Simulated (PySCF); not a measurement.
# Yb2S3: how settings move a single point

Aim: repeat the single point on relaxed Yb2S3 with altered settings, some of them bad on purpose. The structure is generated, not taken from experiment.

Method: B3LYP, Yb lcecp-1-SVP with ECP59, S def2-SVP; scalar-relativistic core potentials, no spin–orbit coupling; program: PySCF 2.14.0.

4 further runs of the same task are left out: 2 for a known fault of the program, 2 that didn't finish.

**1. Where the work starts**

5 atoms, charge 0, spin multiplicity 1.

Bond lengths: Yb1–S3 2.537 Å, Yb1–S4 2.305 Å, Yb2–S3 2.537 Å, Yb2–S5 2.305 Å. Angles: S3–Yb1–S4 123.8°, S3–Yb2–S5 123.8°, Yb1–S3–Yb2 130.2°.

As a file:

```xyz
5
S3Yb2
Yb    0.5359   -0.2682    2.3011
Yb    0.5359   -0.2682   -2.3011
S     1.4919   -0.7467    0.0000
S    -1.5002    0.7508    2.6580
S    -1.5002    0.7508   -2.6580
```

Formal oxidation states: Yb +3. Each metal's 13 4f electrons lie in its core potential, so multiplicities, spins and levels count the valence alone. An earlier session relaxed this geometry at B3LYP, Yb lcecp-1-SVP with ECP59, S def2-SVP (singlet, point group C2v).

The sound run used a (50, 194) grid (finer on f atoms), a threshold of 1e-8 and at most 55 cycles, and ended at -1273.260013 Eh.

**2. Try 1**

run.py (the lines that set the calculation) reads:

```python
mol = gto.M(atom='''
Yb     0.53590    -0.26820     2.30107
Yb     0.53590    -0.26820    -2.30107
S      1.49194    -0.74666     0.00000
S     -1.50019     0.75079     2.65803
S     -1.50019     0.75079    -2.65803''',
    basis={'Yb': 'lcecp-1-SVP', 'S': 'def2-SVP'},
    ecp={'Yb': 'lcecp-1-SVP'},
    charge=0, spin=0)
mf = dft.RKS(mol, xc='B3LYP')
mf.grids.atom_grid = (50, 194)  # f atoms: unpruned, at least (60, 302)
mf = mf.density_fit()  # fitting sets: Yb AutoAux, S def2-universal-JKFIT
mf.conv_tol = 1e-08; mf.max_cycle = 55
mf.kernel(dm0)  # dm0: smeared density
```

Started as:

```bash
$ OMP_NUM_THREADS=2 python run.py
```

The log of the run:

```text
init E= -1273.11629635908
  HOMO = -0.228928354480808  LUMO = -0.125630094486389  gap/eV = 2.81089
cycle= 1 E= -1273.22840693104  delta_E= -0.112  |g|= 0.266  |ddm|= 0.629
  HOMO = -0.15635957177668  LUMO = -0.127493057640922  gap/eV = 0.78550
cycle= 2 E= -1272.85867163485  delta_E= 0.37  |g|= 1.05  |ddm|= 1.96
  HOMO = -0.1954724723936  LUMO = -0.112772940297349  gap/eV = 2.25037
cycle= 3 E= -1273.25870771487  delta_E= -0.4  |g|= 0.0632  |ddm|= 1.45
  HOMO = -0.199682570124784  LUMO = -0.114489002084147  gap/eV = 2.31824
cycle= 4 E= -1273.25945559356  delta_E= -0.000748  |g|= 0.0382  |ddm|= 0.107
  HOMO = -0.201397104887763  LUMO = -0.114165389694544  gap/eV = 2.37370
cycle= 5 E= -1273.25998222175  delta_E= -0.000527  |g|= 0.00848  |ddm|= 0.0496
  HOMO = -0.201446309855207  LUMO = -0.113691548565969  gap/eV = 2.38793
cycle= 6 E= -1273.2600113417  delta_E= -2.91e-05  |g|= 0.00214  |ddm|= 0.0134
  HOMO = -0.20169169834062  LUMO = -0.113699410483383  gap/eV = 2.39439
cycle= 7 E= -1273.2600129896  delta_E= -1.65e-06  |g|= 0.00041  |ddm|= 0.00304
  HOMO = -0.201756638425804  LUMO = -0.113724002120688  gap/eV = 2.39549
cycle= 8 E= -1273.26001307539  delta_E= -8.58e-08  |g|= 7.62e-05  |ddm|= 0.000944
  HOMO = -0.201765964646462  LUMO = -0.113726743479615  gap/eV = 2.39567
cycle= 9 E= -1273.26001308493  delta_E= -9.54e-09  |g|= 2.55e-05  |ddm|= 0.000491
  HOMO = -0.201767056898029  LUMO = -0.113728285992096  gap/eV = 2.39566
Extra cycle  E= -1273.26001308536  delta_E= -4.3e-10  |g|= 2.63e-05  |ddm|= 0.000125
converged SCF energy = -1273.26001308536
```

It took 6.4 s on 2 threads of Arm Neoverse V2, shared host.

Changed: the starting guess (smeared density). It converges in 9 cycles, at the sound run's energy within 0.001 eV, with a largest force component of 0.02 eV/Å. The result survives the change.

**3. Try 2**

run.py (the lines that set the calculation): that of step 2 with these lines changed.

```diff
@@ -12,3 +12,3 @@
 mf = mf.density_fit()  # fitting sets: Yb AutoAux, S def2-universal-JKFIT
-mf.conv_tol = 1e-08; mf.max_cycle = 55
-mf.kernel(dm0)  # dm0: smeared density
+mf.conv_tol = 0.001; mf.max_cycle = 55
+mf.kernel(dm0)  # dm0: free metal ions and neutral atoms
```

Started as:

```bash
$ OMP_NUM_THREADS=2 python run.py
```

The log of the run:

```text
init E= -1301.77101884814
  HOMO = -0.127674192659814  LUMO = -0.124422725700003  gap/eV = 0.08848
cycle= 1 E= -1271.83737131896  delta_E= 29.9  |g|=  2.4  |ddm|= 4.35
  HOMO = -0.29280156488389  LUMO = -0.0670654293696034  gap/eV = 6.14259
cycle= 2 E= -1270.99362259673  delta_E= 0.844  |g|= 2.49  |ddm|= 6.31
  HOMO = -0.196140762919602  LUMO = -0.121138720162368  gap/eV = 2.04091
cycle= 3 E= -1273.21892156292  delta_E= -2.23  |g|= 0.346  |ddm|= 4.26
  HOMO = -0.194112546590218  LUMO = -0.105472202092416  gap/eV = 2.41203
cycle= 4 E= -1273.25295519041  delta_E= -0.034  |g|= 0.14  |ddm|= 0.678
  HOMO = -0.202299485214329  LUMO = -0.116002597525269  gap/eV = 2.34826
cycle= 5 E= -1273.2594659557  delta_E= -0.00651  |g|= 0.0358  |ddm|= 0.264
  HOMO = -0.203140116393266  LUMO = -0.113635514783409  gap/eV = 2.43554
cycle= 6 E= -1273.25979038697  delta_E= -0.000324  |g|= 0.0247  |ddm|= 0.086
  HOMO = -0.198835014167765  LUMO = -0.114474588964289  gap/eV = 2.29556
Extra cycle  E= -1273.25887996468  delta_E= 0.00091  |g|= 0.0546  |ddm|= 0.112
converged SCF energy = -1273.25887996468
```

Run time: 5.9 s. Hardware: 2 threads of Arm Neoverse V2, shared host.

Changed: the SCF threshold (0.001). It converges in 6 cycles, +0.031 eV from the sound run, with a largest force component of 0.24 eV/Å. The setting is unsound, so these numbers aren't the compound's.

**4. Try 3**

run.py (the lines that set the calculation): that of step 3 with these lines changed.

```diff
@@ -12,3 +12,3 @@
 mf = mf.density_fit()  # fitting sets: Yb AutoAux, S def2-universal-JKFIT
-mf.conv_tol = 0.001; mf.max_cycle = 55
-mf.kernel(dm0)  # dm0: free metal ions and neutral atoms
+mf.conv_tol = 1e-08; mf.max_cycle = 80
+mf.kernel(dm0)  # dm0: core Hamiltonian
```

Started as:

```bash
$ OMP_NUM_THREADS=2 python run.py
```

The log of the run:

```text
init E= -1216.81835249434
  HOMO = -0.196229212855894  LUMO = -0.195181599396052  gap/eV = 0.02851
cycle= 1 E= -1137.41846164277  delta_E= 79.4  |g|= 10.4  |ddm|= 33.9
  HOMO = -1.42373103067439  LUMO = -1.37458451453477  gap/eV = 1.33734
cycle= 2 E= -1169.56072862913  delta_E= -32.1  |g|= 5.84  |ddm|= 49.7
  HOMO = -0.823501824750008  LUMO = -0.552612788834825  gap/eV = 7.37127
cycle= 3 E= -1241.39408238836  delta_E= -71.8  |g|=  6.8  |ddm|= 45.8
  HOMO = -0.246506826319741  LUMO = -0.230939569241761  gap/eV = 0.42361
cycle= 4 E= -1261.42136936047  delta_E=  -20  |g|= 3.26  |ddm|= 9.88
  HOMO = -0.199235562543856  LUMO = -0.19613578692304  gap/eV = 0.08435
cycle= 5 E= -1258.62642378009  delta_E= 2.79  |g|= 5.05  |ddm|= 8.39
  HOMO = -0.0661031068334555  LUMO = -0.0591006246065658  gap/eV = 0.19055
cycle= 6 E= -1271.78957368106  delta_E= -13.2  |g|= 1.81  |ddm|= 7.15
  HOMO = -0.185216230556605  LUMO = -0.135711051693575  gap/eV = 1.34710
cycle= 7 E= -1273.10433903949  delta_E= -1.31  |g|= 0.658  |ddm|= 3.23
  HOMO = -0.200744766177586  LUMO = -0.12588328547198  gap/eV = 2.03708
cycle= 8 E= -1273.17058122447  delta_E= -0.0662  |g|= 0.491  |ddm|= 1.41
  HOMO = -0.20110001633028  LUMO = -0.115490817548954  gap/eV = 2.32954
cycle= 9 E= -1273.17808409692  delta_E= -0.0075  |g|= 0.464  |ddm|= 0.25
  HOMO = -0.200031583531414  LUMO = -0.1135619719687  gap/eV = 2.35296
cycle= 10 E= -1273.23161525123  delta_E= -0.0535  |g|= 0.272  |ddm|= 0.311
  HOMO = -0.200085382556242  LUMO = -0.116208260805882  gap/eV = 2.28241
cycle= 11 E= -1273.25873196118  delta_E= -0.0271  |g|= 0.0561  |ddm|= 0.377
  HOMO = -0.203574405044214  LUMO = -0.114729918169045  gap/eV = 2.41758
cycle= 12 E= -1273.25980392839  delta_E= -0.00107  |g|= 0.0242  |ddm|= 0.0869
  HOMO = -0.201937037106655  LUMO = -0.113691565149618  gap/eV = 2.40128
cycle= 13 E= -1273.2600065822  delta_E= -0.000203  |g|= 0.0036  |ddm|= 0.0356
  HOMO = -0.201723124987672  LUMO = -0.113769760468755  gap/eV = 2.39333
cycle= 14 E= -1273.26001168892  delta_E= -5.11e-06  |g|= 0.00178  |ddm|= 0.00883
  HOMO = -0.201779998881151  LUMO = -0.113728233333364  gap/eV = 2.39601
cycle= 15 E= -1273.26001303453  delta_E= -1.35e-06  |g|= 0.000195  |ddm|= 0.00303
  HOMO = -0.201768546430198  LUMO = -0.113727043739716  gap/eV = 2.39573
cycle= 16 E= -1273.26001307868  delta_E= -4.41e-08  |g|= 5.57e-05  |ddm|= 0.000846
  HOMO = -0.201767562569659  LUMO = -0.113728185390417  gap/eV = 2.39567
cycle= 17 E= -1273.26001308528  delta_E= -6.6e-09  |g|= 1.18e-05  |ddm|= 0.000409
  HOMO = -0.201767624302058  LUMO = -0.113726793413111  gap/eV = 2.39571
Extra cycle  E= -1273.26001308552  delta_E= -2.42e-10  |g|= 1.53e-05  |ddm|= 8.9e-05
converged SCF energy = -1273.26001308552
```

Run time: 7.8 s. Hardware: 2 threads of Arm Neoverse V2, shared host.

Changed: the starting guess (bare core Hamiltonian); the cycle limit is 80. It converges in 17 cycles, at the sound run's energy within 0.001 eV, with a largest force component of 0.02 eV/Å. The result survives the change.

**5. Try 4**

run.py (the lines that set the calculation) reads:

```python
mol = gto.M(atom='''
Yb     0.56270    -0.28161     2.41613
Yb     0.56270    -0.28161    -2.41613
S      1.56654    -0.78400     0.00000
S     -1.57520     0.78833     2.79093
S     -1.57520     0.78833    -2.79093''',
    basis={'Yb': 'lcecp-1-SVP', 'S': 'def2-SVP'},
    ecp={'Yb': 'lcecp-1-SVP'},
    charge=0, spin=0)
mf = dft.RKS(mol, xc='B3LYP')
mf.grids.atom_grid = (50, 194)  # f atoms: unpruned, at least (60, 302)
mf = mf.density_fit()  # fitting sets: Yb AutoAux, S def2-universal-JKFIT
mf.conv_tol = 1e-08; mf.max_cycle = 55
mf.kernel(dm0)  # dm0: free metal ions and neutral atoms
```

Started as:

```bash
$ OMP_NUM_THREADS=2 python run.py
```

The log of the run:

```text
init E= -1301.59315458898
cycle= 1 E= -1271.44239581757  delta_E= 30.2  |g|= 2.59  |ddm|= 4.38
  HOMO = -0.280659228480772  LUMO = -0.0783619861333028  gap/eV = 5.50479
cycle= 2 E= -1270.51189943569  delta_E= 0.93  |g|=  2.7  |ddm|= 6.79
  HOMO = -0.202684689019917  LUMO = -0.122042389888048  gap/eV = 2.19439
cycle= 3 E= -1273.22249984447  delta_E= -2.71  |g|= 0.259  |ddm|= 4.46
  HOMO = -0.176552104709493  LUMO = -0.122607736985196  gap/eV = 1.46790
cycle= 4 E= -1273.20310877882  delta_E= 0.0194  |g|= 0.332  |ddm|= 0.727
  HOMO = -0.19786204103365  LUMO = -0.12074454726006  gap/eV = 2.09847
cycle= 5 E= -1273.24472381524  delta_E= -0.0416  |g|= 0.0499  |ddm|= 0.52
  HOMO = -0.199770385983807  LUMO = -0.12302754135509  gap/eV = 2.08828
cycle= 6 E= -1273.24508012811  delta_E= -0.000356  |g|= 0.0337  |ddm|= 0.112
  HOMO = -0.200260223686071  LUMO = -0.121636648123894  gap/eV = 2.13946
cycle= 7 E= -1273.24555214581  delta_E= -0.000472  |g|= 0.00476  |ddm|= 0.0598
  HOMO = -0.200182806775316  LUMO = -0.121801479113348  gap/eV = 2.13286
cycle= 8 E= -1273.2455615957  delta_E= -9.45e-06  |g|= 0.00146  |ddm|= 0.0072
  HOMO = -0.200075520643435  LUMO = -0.121817198709461  gap/eV = 2.12952
cycle= 9 E= -1273.24556332946  delta_E= -1.73e-06  |g|= 0.000287  |ddm|= 0.00486
  HOMO = -0.200065619354159  LUMO = -0.121814050708034  gap/eV = 2.12933
cycle= 10 E= -1273.24556353955  delta_E= -2.1e-07  |g|= 8.15e-05  |ddm|= 0.00261
  HOMO = -0.20006203403095  LUMO = -0.121818822753095  gap/eV = 2.12911
cycle= 11 E= -1273.24556355218  delta_E= -1.26e-08  |g|= 5.75e-05  |ddm|= 0.00068
  HOMO = -0.20006412139602  LUMO = -0.121815751179961  gap/eV = 2.12925
cycle= 12 E= -1273.24556355409  delta_E= -1.9e-09  |g|= 9.52e-06  |ddm|= 0.000169
  HOMO = -0.200064109205382  LUMO = -0.121817493227162  gap/eV = 2.12920
Extra cycle  E= -1273.245563554  delta_E= 9.05e-11  |g|= 2.04e-05  |ddm|= 6.18e-05
converged SCF energy = -1273.245563554
```

Wall time 6.8 s (2 threads of Arm Neoverse V2, shared host).

Changed: the scale of all coordinates (1.05). It converges in 12 cycles, +0.393 eV from the sound run, with a largest force component of 1.70 eV/Å. The setting is unsound, so these numbers aren't the compound's.

**6. Side by side**

| run | changed | ending | energy change (eV) | cycles | time | usable |
| --- | --- | --- | --- | --- | --- | --- |
| 1 | the starting guess | converged | 0.000 | 9 | 6.4 s | yes |
| 2 | the SCF threshold | converged | +0.031 | 6 | 5.9 s | no |
| 3 | the starting guess | converged | 0.000 | 17 | 7.8 s | yes |
| 4 | the scale of all coordinates | converged | +0.393 | 12 | 6.8 s | no |

2 of 4 altered runs give a usable result. 2 ended normally with numbers unfit to quote.
